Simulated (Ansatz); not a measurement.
Mn3ZnN, space group Pm-3m, a scan of the Hubbard U

Computed with Ansatz's Python interface.

Contents of `mn3znn.extxyz`:
```text
5
Lattice="3.902 0.0 0.0 0.0 3.902 0.0 0.0 0.0 3.902" Properties=species:S:1:pos:R:3:initial_magmoms:R:1 pbc="T T T"
Mn    0.00000000    1.95100000    1.95100000  4.00
Mn    1.95100000    0.00000000    1.95100000  4.00
Mn    1.95100000    1.95100000    0.00000000  4.00
Zn    0.00000000    0.00000000    0.00000000  0.00
N     1.95100000    1.95100000    1.95100000  0.00
```

At the Python prompt:
```pycon
>>> import ansatz as az
>>> import numpy as np
>>> def count_gap(report):
...     # lowest empty less highest filled band, counting bands; zero where they overlap
...     return max(report.get('gap_by_band_count_ev') or 0.0, 0.0)
...
>>> structure = az.Crystal.from_extxyz('mn3znn.extxyz')
>>> structure.resolved().sites[-1]
Site(symbol='N', position=(0.5, 0.5, 0.5), moment=0.0, axis=None, held=None, saved=None)
>>> job = (
...     structure.calculation()
...     .functional('pbesol')
...     .basis(630, density_ratio=4)
...     .accuracy('low')
...     .kpoints(density=1.9)
...     .occupations(az.OccupationsMethod.FERMI_DIRAC, width=0.1)
...     .spin('collinear')
...     .scf(extra_bands=6, algorithm='direct_min')
...     .band_table()
... )
>>> rows = []
>>> for u in [1.0, 3.0, 5.0, 7.0]:
...     summary = job.hubbard('Zn', 'd', u_eff=u, projectors='atomic').run().report
...     shell = summary['hubbard']['n_scf']
...     rows.append((u, count_gap(summary), sum(shell) / len(shell), max(abs(m) for m in summary['site_moments_mub']), summary['n_iterations']))
...
DeckWarning: the band count 37 (scf.n_extra_bands) hosts the net moment |M| = 12.0000 μB (N_el = 62) but caps the reachable moment at 2·n_bands − N_el = 12.0000 μB, below the 45 bands that the automatic rule leaves for it — a moment growing past the seed, or [...]
>>> print('      U_eff eV  gap by band count eV  Zn d occupation (projector)  largest moment muB      iterations')
      U_eff eV  gap by band count eV  Zn d occupation (projector)  largest moment muB      iterations
>>> for row in rows:
...     print(f'{str(row[0]):>14s}  {row[1]:20.3f}  {row[2]:27.4f}  {row[3]:18.3f}  {row[4]:14d}')
...
           1.0                 0.000                       9.9777               2.131              15
           3.0                 0.000                       9.9808               2.125              15
           5.0                 0.000                       9.9833               2.120              16
           7.0                 0.000                       9.9853               2.116              17
>>> print('eigenvalues of the first occupation matrix at the last U, by spin:')
eigenvalues of the first occupation matrix at the last U, by spin:
>>> for channel in summary['hubbard']['n_eig'][0]:
...     print('  ', ' '.join(f'{n:.3f}' for n in channel))
...
   0.999 0.999 0.999 0.999 0.999
   0.997 0.997 0.997 0.999 0.999
```

From U = 1 to 7 eV the largest site moment goes from 2.13 to 2.12 μB.

What to keep in mind:
- The magnetic order follows from the starting moments and needn't be the lowest.
- U, its shell and the double counting are chosen to explore, and aren't derived for this compound.
- For a metal this k-point mesh is coarse: on a finer one energies can move by several to tens of meV an atom and pressures by half a GPa or more, differences at one mesh by less.
- A gap by band count of zero or less means overlapping bands, a metal.
- The structure is a deposited one; some such entries were measured under pressure or heat, so a shift against it needn't be the functional's error alone.
- Levels are Kohn-Sham eigenvalues on this mesh.
- Warnings are shown shortened and without file and line.
- Shell occupations and the effect of U depend on the projectors; a run with no .spin step is spin-unpolarised, and each U may end in a state that isn't the lowest.
- Run time: 2.6 min on 1 thread of Arm Neoverse V2, on a shared host, peak memory 0.59 GiB.
